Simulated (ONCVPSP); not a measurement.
**Au: generating and testing an ONCV potential**

Aim: build the potential from the settings below, then test how well it stands in for the atom: other configurations, scattering, ghost states and the plane-wave cutoff that it needs.

Program: ONCVPSP 4.0.1. Reference atom: PBE, scalar-relativistic, spherical and spin-unpolarised. All values are calculated.

### 1 Settings

Typed settings, in words:

| Quantity | Value |
| --- | --- |
| element | gold (Au, Z = 79) |
| type | optimised norm-conserving Vanderbilt (ONCV) |
| frozen core | [Kr] 4d10 |
| valence charge | 33 |
| reference configuration | 4f14 5s2 5p6 5d10 6p1 |
| partial waves | 5s: rc 1.60 bohr, ncon 4, nbas 8, qcut 8.2 1/bohr, 2 projectors, debl 1.5 Ha; 5p+6p: rc 2.05 bohr, ncon 5, nbas 9, qcut 5.3 1/bohr, 2 projectors; 5d: rc 1.75 bohr, ncon 4, nbas 8, qcut 10.4 1/bohr, 2 projectors, debl 1.4 Ha; 4f: rc 0.80 bohr, ncon 4, nbas 8, qcut 23.9 1/bohr, 1 projector |
| local potential | polynomial inside 0.70 bohr (lpopt 5, dvloc0 1 Ha) |
| core correction | Teter function, fcfact 1.75, rcfact 1.1 |

The outer shells as boxes (Hund's rule for the drawing; the calculation is spin-unpolarised):

```
[Kr] core
4d [↑↓][↑↓][↑↓][↑↓][↑↓]
4f [↑↓][↑↓][↑↓][↑↓][↑↓][↑↓][↑↓]
5s [↑↓]
5p [↑↓][↑↓][↑↓]
5d [↑↓][↑↓][↑↓][↑↓][↑↓]
6p [↑ ][  ][  ]
```

The nodes and maxima of the atom's own shells, from an earlier all-electron run, set the scale for the radii.

All-electron outer shells of the reference configuration (PBE, scalar-relativistic, ld1.x):

```csv
shell,level (eV),outermost node (bohr),outermost maximum (bohr)
4d,-328.06,0.20,0.41
5s,-110.56,0.48,0.84
4f,-83.28,–,0.37
5p,-62.00,0.52,0.96
5d,-9.00,0.56,1.21
6s,-7.34,1.11,2.27
6p,-1.82,1.32,3.38
```

### 2 Generation

Contents of Au.dat:

```
# ATOM AND REFERENCE CONFIGURATION
# atsym  z   nc   nv     iexc    psfile
  Au 79.00    9    5        4      upf
#
#   n    l    f
    1    0    2.00
    2    0    2.00
    2    1    6.00
    3    0    2.00
    3    1    6.00
    3    2   10.00
    4    0    2.00
    4    1    6.00
    4    2   10.00
    4    3   14.00
    5    0    2.00
    5    1    6.00
    5    2   10.00
    6    1    1.00
#
# PSEUDOPOTENTIAL AND OPTIMIZATION
# lmax
    3
#
#   l,   rc,      ep,       ncon, nbas, qcut
    0    1.60    0.00    4    8    8.20
    1    2.05    0.00    5    9    5.30
    2    1.75    0.00    4    8   10.40
    3    0.80    0.00    4    8   23.90
#
# LOCAL POTENTIAL
# lloc, lpopt,  rc(5),   dvloc0
    4    5    0.70    1.00
#
# VANDERBILT-KLEINMAN-BYLANDER PROJECTORs
# l, nproj, debl
    0    2    1.50
    1    2    1.90
    2    2    1.40
    3    1    2.70
#
# MODEL CORE CHARGE
# icmod, fcfact, rcfact
    3    1.75    1.10
#
# LOG DERIVATIVE ANALYSIS
# epsh1, epsh2, depsh
   -6.00    5.00    0.04
#
# OUTPUT GRID
# rlmax, drl
    6.00    0.01
#
# TEST CONFIGURATIONS
# ncnf
    4
# nvcnf
#   n    l    f
    6
    4    3   14.00
    5    0    2.00
    5    1    6.00
    5    2   10.00
    6    1    0.00
    6    0    1.00
#
    5
    4    3   14.00
    5    0    2.00
    5    1    6.00
    5    2   10.00
    6    1    0.00
#
    5
    4    3   14.00
    5    0    2.00
    5    1    6.00
    5    2    9.00
    6    1    0.00
#
    6
    4    3   14.00
    5    0    2.00
    5    1    6.00
    5    2    9.00
    6    1    0.00
    6    0    2.00
#
```

The run is started by

```
oncvpsp.x < Au.dat > Au.out
```

Before running it: what results should come out? Wanted: cutoffs for 1 and 0.1 mHa per electron, occupied waves; bound ghosts; GHOST(+) flags; largest test error; largest phase difference near zero energy, channels read; rms error of d²Exc/dn², without and with the model core; projector energies reset by the program.

The runs gave:

| quantity | value |
| --- | --- |
| cutoffs for 1 and 0.1 mHa per electron, occupied waves | 233 Ha and 254 Ha |
| bound ghosts | s at -407.11 eV |
| GHOST(+) flags | p at 61 eV |
| largest test error (AE − PS) | -5.6 meV, for 4f14 5s2 5p6 5d9 6p0 |
| largest phase difference near zero energy, channels read | 0.018 rad |
| rms error of d²Exc/dn², without and with the model core | 5.95 and 4.83 mHa |
| projector energies reset by the program | s: -4.063, 0.050 Ha |

In words: A bound ghost (s) makes it unfit for use: electrons can fall into a state that the atom doesn't have. The worst unpolarised test, 4f14 5s2 5p6 5d9 6p0, is off by 5.6 meV on 25.4 eV; by total energies transferability rates as good. Atomic tests can pass in spite of a ghost, since they solve only for the levels asked. It counts as very hard, with 233 Ha needed at the looser tolerance. At the looser tolerance the 4f wave is the slowest; 5s needs 24 Ha. Near zero energy the phases of the channels with partial waves agree within 0.018 rad. The program also flags highly localised states, GHOST(+) (p). All of this concerns the isolated atom, not yet a solid.
